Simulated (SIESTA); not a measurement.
# GeSb2Te4 under changes of volume

One of the cells (32.370 Å³/atom); the others are scaled copies at fixed shape and fractional positions:

```
Te Sb Ge
1.0
    -3.05958    3.05958    6.05142
     3.05958   -3.05958    6.05142
     3.05958    3.05958   -6.05142
Te Sb Ge
4 2 1
Direct
  0.75184 0.75184 0.00000
  0.99838 0.49838 0.50000
  0.24816 0.24816 0.00000
  0.50162 0.00162 0.50000
  0.25000 0.75000 0.50000
  0.50000 0.50000 0.00000
  0.00000 0.00000 0.00000
```

The cell comes from a database or a generator and needn't be the stable form of this composition.

```yaml
Program: SIESTA 5.4.2
Functional: LDA
Potentials_or_basis: PseudoDojo 0.4 standard (LDA files)
Basis: DZP (energy shift 0.003 Ry; two zetas on semicore shells)
Grid_cutoff: 800 Ry
Energy_shift: 0.003 Ry
k_mesh: 4 × 4 × 4
Occupations: fermi-dirac, width 0.05 eV
Spin: no spin polarisation
```

```tsv
volume (Å³/atom)	energy over the lowest point (meV/atom)	pressure (GPa)	largest force (eV/Å)
30.428	0.85	0.9	0.294
31.075	0.00	-0.3	0.200
31.722	3.69	-1.4	0.143
32.370	11.38	-2.3	0.115
33.017	?	?	?
33.665	36.78	-3.8	0.112
34.312	53.67	-4.5	0.177
```

Task: What does the run at 33.017 Å³/atom give?

Result: Energy over the lowest point 22.56 meV/atom; pressure -3.1 GPa; largest force 0.089 eV/Å.

Worked out: A Birch-Murnaghan fit of order 3 (a polynomial in V^(-2/3)) to the other rows has its minimum at 30.86 Å³/atom with B0 = V·E''(V) = 56 GPa and B' = 5.3 at fixed shape and positions, which overstates the stiffness. It gives 22.54 meV/atom at 33.017 Å³/atom, against the run's 22.56, and -dE/dV = -3.2 GPa, against -3.1.

Energies are extrapolated to zero smearing.

Caveats: some runs use coarse meshes; the basis of atomic orbitals isn't converged, which shifts pressures, moduli and gaps.
